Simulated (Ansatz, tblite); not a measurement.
# PtSeO with GFN2-xTB from a Python script

These are simulated results from tblite 0.8.0, not measurements. The cell was built from a prototype and was relaxed with r2SCAN in plane waves (Ansatz 0.2.0). It may be hypothetical. It is a single sheet, repeated along a and b, with vacuum along c. All runs are without spin polarisation.

In-plane lattice: a = 3.438 Å, b = 3.438 Å, γ = 120.0°; thickness between the outer nuclei 2.25 Å. Pt has 3 O at 2.20 Å and 3 Se at 2.38 Å; O has 3 Pt at 2.20 Å; Se has 3 Pt at 2.38 Å.

tblite solves periodic systems at the zone centre alone, so the script builds a cluster of 3×3×1 conventional cells (27 atoms), which folds in a coarse mesh of k points.

Input script:

```python
import json
from ase import Atoms
from ase.build import make_supercell
from ase.units import Bohr, GPa, Hartree
from tblite.interface import Calculator

atoms = Atoms(['Pt', 'O', 'Se'],
              cell=[[3.437911, -0.0, -0.0], [-1.718955, 2.977318, 0.0], [-0.0, 0.0, 29.296376]],
              scaled_positions=[[0.0, -0.0, 0.311458], [0.333333, 0.666667, 0.343468], [0.666667, 0.333333, 0.26669]],
              pbc=True)
cluster = make_supercell(atoms, [[3, 0, 0], [0, 3, 0], [0, 0, 1]])
calc = Calculator('GFN2-xTB', cluster.numbers, cluster.positions / Bohr, lattice=cluster.cell[:] / Bohr, periodic=cluster.pbc)
calc.set('temperature', 0.02 / Hartree)
calc.set('max-iter', 150)
res = calc.singlepoint()
levels = res.get('orbital-energies') * Hartree
nv = round(res.get('orbital-occupations').sum() / 2)
cells = len(cluster) // len(atoms)
out = {'energy_per_cell': res.get('energy') * Hartree / cells, 'homo': levels[nv - 1], 'lumo': levels[nv],
       'stress': (-res.get('virial') * Hartree / cluster.get_volume() / GPa).tolist(), 'charges': res.get('charges')[:len(atoms)].tolist(), 'electrons': 2 * nv / cells}
json.dump(out, open('results.json', 'w'))
for key, value in out.items():
    print(key, value)
```

Command: `python run.py`. It took 1.2 s on 1 thread of Arm Neoverse V1 (shared host), peak memory 0.095 GiB.

The log:

```
------------------------------------------------------------
  cycle        total energy    energy error   density error
------------------------------------------------------------
      1     -102.5034570709  -1.0259025E+02   5.0731759E-01
      2     -89.36601037661   1.3137447E+01   5.8465777E-01
      3     -103.4102420382  -1.4044232E+01   2.7310470E-01
      4     -105.9212103626  -2.5109683E+00   1.4494651E-01
      5     -105.9300328201  -8.8224574E-03   1.4191938E-01
      6     -105.3842946978   5.4573812E-01   1.4736858E-01
      7     -106.1356372083  -7.5134251E-01   6.5392237E-02
      8     -106.2560527289  -1.2041552E-01   3.3558481E-02
      9     -106.2960565640  -4.0003835E-02   1.0522291E-02
     10     -106.2984758840  -2.4193200E-03   1.8350121E-03
     11     -106.2984881177  -1.2233692E-05   1.5578308E-03
     12     -106.2985167396  -2.8621880E-05   1.3267955E-03
     13     -106.2985890918  -7.2352201E-05   3.0982770E-04
     14     -106.2985933478  -4.2560496E-06   5.8550502E-05
     15     -106.2985932439   1.0389928E-07   7.4758299E-05
     16     -106.2985934432  -1.9923228E-07   2.7861849E-05
     17     -106.2985934750  -3.1790705E-08   3.5691523E-06
------------------------------------------------------------

 total:                                   0.537 sec
energy_per_cell -321.39245121048396
homo -12.58254782052278
lumo -11.92889415101313
stress [[1.1574181841579876, -4.1675664683721756e-05, 1.8677734795604168e-05], [-4.167566468364299e-05, 1.157383040415141, -7.826702399970567e-06], [1.8677734795590612e-05, -7.826702399987097e-06, 0.32646936827907047]]
charges [0.36932741990464, -0.41829661237997806, 0.04896321302114798]
electrons 22.0
```

The cycle table is in hartree for the whole cluster, and the lines after it are in eV (the energy for one cell). The printed stress is in GPa and positive in compression, and the pressure is its mean diagonal, here averaged over the vacuum too.

GFN2-xTB gives a gap of 0.65 eV. On the same cell, plane-wave PBE (Ansatz, 12×12×1 k points and the special points) gives a gap of 0.81 eV and r2SCAN a gap of 1.01 eV; on shared hosts these took about 19 and 50 core-seconds on the 3-atom cell, against 1.2 for the script. Spin-orbit coupling, left out in all these runs, can cut or reorder the gap by tenths of an eV, up to about 1 eV with Pb or Bi. xTB was fitted to molecules, so gaps, charges and pressures of solids can be far off, and the gap also depends on the size of the cluster.

xTB was fitted mostly to molecules, and a small cluster samples few k points, so gaps, pressures and kinks along a curve can be far from a solid's.

No spin-orbit coupling is included; it can move band edges with weight on the heavy atoms by tenths of an eV.
